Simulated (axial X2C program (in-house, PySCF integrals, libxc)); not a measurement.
# Linear SWS at several levels

One table from this session's results is given with a row withheld; the runs are named, their logs left out.

Computed with an in-house X2C program for linear molecules on PySCF integrals. Level: all-electron X2C, two-component (2c) or spin-free, S dyall-av3z, W dyall-v3z.

All values are calculated.

2 further runs of the same task are left out: 2 set aside as unsound or not needed.

Set-up of the first run:

Input file task.json:

```json
{"zs": [16, 74, 16], "q": 0, "bas": ["dyall-av3z", "dyall-v3z", "dyall-av3z"], "r0": [2.14, 2.14], "symm": 1, "scan": ["PBE0", "HF", "LDA"], "levels": ["PBE0", "HF", "B3LYP"], "nst": 2}
```

Keys: zs atomic numbers; q charge; bas basis sets; r0 starting distance in Å; symm equal bonds; scan levels of the two-bond scan; levels methods; nst determinants followed.

Command:

```sh
$ python solin.py task.json out
```

Masses S 31.972, W 183.951, S 31.972 u.

Among the steps run: Scan at PBE0, 2c; Scan at HF, 2c; Scan at LDA, 2c.

One of the session's tables, all rows but one given; the rest of the session is left out.

```
        level  r(S–W) (Å)  r(W–S) (Å)  lower stretch (cm⁻¹)  upper stretch (cm⁻¹)
     PBE0, 2c       2.164       2.164                 507.2                 525.8
       HF, 2c       2.185       2.185                 471.2                 475.2
      LDA, 2c           ?           ?                     ?                     ?
HF, spin-free       2.184       2.184                 472.1                 488.4
```

**Question.** Estimate the row for LDA, 2c.

**Answer.** r(S–W) (Å): 2.163; r(W–S) (Å): 2.163; lower stretch (cm⁻¹): 494.2; upper stretch (cm⁻¹): 507.4. In the column «r(S–W) (Å)» it is the lowest.

Scans not shown above were run alike.

Caveats from the session: The molecule was held linear; bending was not examined, so a bent shape may lie lower.
